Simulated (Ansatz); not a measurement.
# CH₁₀GeN₂Si: one species, many methods

How much do the methods differ for CH₁₀GeN₂Si? The plan is to run it at one geometry with functionals of several rungs and with coupled cluster, and see how far each lands from CCSD(T) at the basis-set limit for the atomisation energy.

Computed with Ansatz 0.2.0, Gaussian basis. Level: functionals in def2-TZVPP, the program's frozen cores in correlated methods.

Plan: PBE-D4, r2SCAN-D4, PBE0-D4, B3LYP-D4, ωB97X-V, ωB97M-V, B2PLYP; CCSD(T)/def2-TZVPP; MP2/def2-QZVPP; extrapolation to the limit.

### Step 1. Structure used throughout

The geometry comes from an earlier relaxation with PBE0-D4 in a triple-zeta def2 set; it is a stationary point, not always the lowest conformer.

SMILES `C[SiH](N)[GeH2][NH2]`, 15 atoms, charge 0, spin multiplicity 1.

Atoms are counted from 1 here; the program's logs count them from 0.

Bond lengths: C1–Si2 1.870 Å, C1–H6 1.092 Å, C1–H7 1.093 Å, C1–H8 1.094 Å, Si2–N3 1.727 Å, Si2–Ge4 2.393 Å, Si2–H9 1.502 Å, N3–H10 1.008 Å, N3–H11 1.009 Å, Ge4–N5 1.858 Å, Ge4–H12 1.542 Å, Ge4–H13 1.545 Å, N5–H14 1.012 Å, N5–H15 1.012 Å. Angles: Si2–C1–H6 110.9°, Si2–C1–H7 110.6°, Si2–C1–H8 110.9°, H6–C1–H7 108.5°, H6–C1–H8 108.3°, H7–C1–H8 107.5°, C1–Si2–N3 108.5°, C1–Si2–Ge4 111.9°, C1–Si2–H9 107.1°, N3–Si2–Ge4 108.4°, N3–Si2–H9 114.6°, Ge4–Si2–H9 106.4°, Si2–N3–H10 119.6°, Si2–N3–H11 119.6°, H10–N3–H11 110.4°, Si2–Ge4–N5 113.6°, Si2–Ge4–H12 111.9°, Si2–Ge4–H13 111.2° and more.

### Step 2. PBE-D4 (GGA)

in.yaml

```yaml
crystal:
  periodic: [false, false, false]
  atoms:
    - {symbol: C, position_ang: [-1.479354, 0.070268, 1.332940]}
    - {symbol: Si, position_ang: [-0.468321, 0.699716, -0.108269]}
    - {symbol: N, position_ang: [-1.524410, 0.952545, -1.450869]}
    - {symbol: Ge, position_ang: [1.221975, -0.863467, -0.761211]}
    - {symbol: N, position_ang: [2.640195, -0.970340, 0.434439]}
    - {symbol: H, position_ang: [-1.980091, -0.866332, 1.078911]}
    - {symbol: H, position_ang: [-0.841340, -0.102214, 2.203441]}
    - {symbol: H, position_ang: [-2.241479, 0.799082, 1.623348]}
    - {symbol: H, position_ang: [0.250806, 1.931408, 0.362570]}
    - {symbol: H, position_ang: [-1.135626, 1.128201, -2.363613]}
    - {symbol: H, position_ang: [-2.374067, 1.481000, -1.323862]}
    - {symbol: H, position_ang: [0.667518, -2.299009, -0.865354]}
    - {symbol: H, position_ang: [1.839822, -0.480169, -2.124429]}
    - {symbol: H, position_ang: [2.381710, -1.412135, 1.307053]}
    - {symbol: H, position_ang: [3.042664, -0.068536, 0.654904]}
basis:
  gaussian: {orbitals: def2-TZVPP}
hamiltonian: {xc: pbe, dispersion: d4}
output: {forces: true, orbitals: {seedname: orbitals}}
```

Launch:

```bash
> ansatz run in.yaml --threads 2 --pin off --events-out ev --progress --plain --max-ram 32768MiB --backend cuda --devices 0, --max-vram 18GiB
```

Further steps of the session: r2SCAN-D4 (meta-GGA); PBE0-D4 (hybrid); B3LYP-D4 (hybrid); ωB97X-V (range-separated); ωB97M-V (range-separated); B2PLYP (double hybrid); CCSD(T) in def2-TZVPP; MP2 in def2-QZVPP.

**Question.** What will the summary of the whole plan be? Wanted: atomisation energy, CCSD(T)/CBS; farthest; mean size of error, hybrid; mean size of error, range-separated; gap, smallest and largest; T1 diagnostic; triples share of the correlation energy.

**Answer**, as computed:

| quantity | value |
| --- | --- |
| atomisation energy, CCSD(T)/CBS | 4995.1 kJ/mol |
| functionals within 50.0 kJ/mol (1.0 %) | PBE-D4, r2SCAN-D4, PBE0-D4, B3LYP-D4, ωB97X-V, ωB97M-V |
| farthest | B2PLYP (-72.1 kJ/mol) |
| mean size of error, hybrid | 20.3 kJ/mol |
| mean size of error, range-separated | 12.8 kJ/mol |
| gap, smallest and largest | 4.49 eV (PBE-D4), 10.77 eV (ωB97X-V) |
| T1 diagnostic | 0.0110 |
| triples share of the correlation energy | 3.6 % |

PBE-D4 misses by +28.5 kJ/mol. Double hybrids carry the basis error of their MP2 part in triple zeta, and no dispersion term here, so their miss is partly the set-up's. The reference freezes the cores and leaves out relativity and excitations past (T), and its outer-core shells are covered unevenly, so misses under about 50.0 kJ/mol can't be ranked. Hartree-Fock recovers 71 % of the binding; the rest is correlation. Orbital gaps span 4.5 to 10.8 eV; exact exchange widens them. Correlated methods include outer-core shells of Ge, which these sets cover unevenly.
